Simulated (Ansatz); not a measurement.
**BH₅OSn: a ladder of functionals and wavefunction methods**

One table from this session's results is given with a row withheld; the runs are named, their logs left out.

Program: Ansatz 0.2.0, Gaussian basis. Level of theory: functionals in def2-TZVPP, the program's frozen cores in correlated methods. These are calculated values, not measurements.

Levels to be run: LDA (SPW92), PBE-D4, revPBE-D4, BLYP-D4, r2SCAN-D4, B97M-V, PBE0-D4, B3LYP-D4, r2SCANh-D4, r2SCAN0-D4, HSE06-D4, BHLYP-D4, CAM-B3LYP-D4, LC-ωPBE, ωB97X-V, ωB97M-V, B2PLYP, PBE-QIDH; CCSD(T)/def2-SVP; CCSD(T)/def2-TZVPP; MP2/def2-QZVPP; extrapolation to the limit; RPA on PBE.

## The geometry

The geometry comes from an earlier relaxation with PBE0-D4 in a triple-zeta def2 set; it is a stationary point, not always the lowest conformer. Sn takes the def2 core potential; no spin-orbit term is included.

SMILES `[BH2][SnH2][OH]`, 8 atoms, charge 0, spin multiplicity 1.

Atoms are counted from 1 here; the program's logs count them from 0.

Bond lengths: B1–Sn2 2.246 Å, B1–H4 1.194 Å, B1–H5 1.194 Å, Sn2–O3 1.979 Å, Sn2–H6 1.717 Å, Sn2–H7 1.705 Å, O3–H8 0.959 Å. Angles: Sn2–B1–H4 120.8°, Sn2–B1–H5 120.6°, H4–B1–H5 118.6°, B1–Sn2–O3 110.8°, B1–Sn2–H6 111.9°, B1–Sn2–H7 115.4°, O3–Sn2–H6 107.1°, O3–Sn2–H7 101.6°, H6–Sn2–H7 109.3°, Sn2–O3–H8 112.8°.

The first run:

Input file in.yaml:

```yaml
crystal:
  periodic: [false, false, false]
  atoms:
    - {symbol: B, position_ang: [-1.077036, 0.577585, -1.002879]}
    - {symbol: Sn, position_ang: [0.663505, 0.225255, 0.372748]}
    - {symbol: O, position_ang: [0.899726, -1.707600, 0.727720]}
    - {symbol: H, position_ang: [-1.843456, -0.301560, -1.257982]}
    - {symbol: H, position_ang: [-1.263324, 1.654826, -1.483424]}
    - {symbol: H, position_ang: [0.444793, 0.994702, 1.892582]}
    - {symbol: H, position_ang: [2.190273, 0.647479, -0.257638]}
    - {symbol: H, position_ang: [0.077819, -2.147888, 0.952975]}
basis:
  gaussian: {orbitals: def2-TZVPP}
hamiltonian: {xc: lda}
output: {orbitals: {seedname: orbitals}}
```

Launch:

```
$ ansatz run in.yaml --threads 2 --pin off --events-out ev --progress --plain --max-ram 4352MiB
```

Among the steps run: LDA; PBE-D4 (GGA); revPBE-D4 (GGA); BLYP-D4 (GGA); r2SCAN-D4 (meta-GGA); B97M-V (meta-GGA); B3LYP-D4 (hybrid); r2SCANh-D4 (hybrid); r2SCAN0-D4 (hybrid); HSE06-D4 (hybrid); BHLYP-D4 (hybrid); CAM-B3LYP-D4 (range-separated); LC-ωPBE (range-separated); ωB97X-V (range-separated); ωB97M-V (range-separated); B2PLYP (double hybrid); PBE-QIDH (double hybrid).

One table of the session follows, with a row left open; its other results are not shown here.

It belongs to the step «Frontier levels by functional». 

```
  functional  HOMO (eV)  LUMO (eV)  gap (eV)
 LDA (SPW92)          ?          ?         ?
      PBE-D4      -6.27      -3.75      2.52
   revPBE-D4      -6.22      -3.64      2.58
     BLYP-D4      -6.17      -3.59      2.58
   r2SCAN-D4      -6.59      -3.41      3.18
      B97M-V      -6.72      -3.52      3.20
     PBE0-D4      -7.70      -2.76      4.94
    B3LYP-D4      -7.48      -2.97      4.51
  r2SCANh-D4      -7.12      -3.07      4.06
  r2SCAN0-D4      -7.90      -2.57      5.33
    HSE06-D4      -7.30      -3.14      4.16
    BHLYP-D4      -8.93      -1.72      7.21
CAM-B3LYP-D4      -9.06      -1.65      7.42
     LC-ωPBE     -10.38      -0.44      9.94
     ωB97X-V     -10.05      -0.56      9.49
     ωB97M-V      -9.91      -0.81      9.10
```

Estimate the missing values for LDA (SPW92).

The run gave: HOMO (eV): -6.41; LUMO (eV): -4.02; gap (eV): 2.39. In the column «HOMO (eV)» it lies between r2SCAN-D4 (-6.59) and PBE-D4 (-6.27).
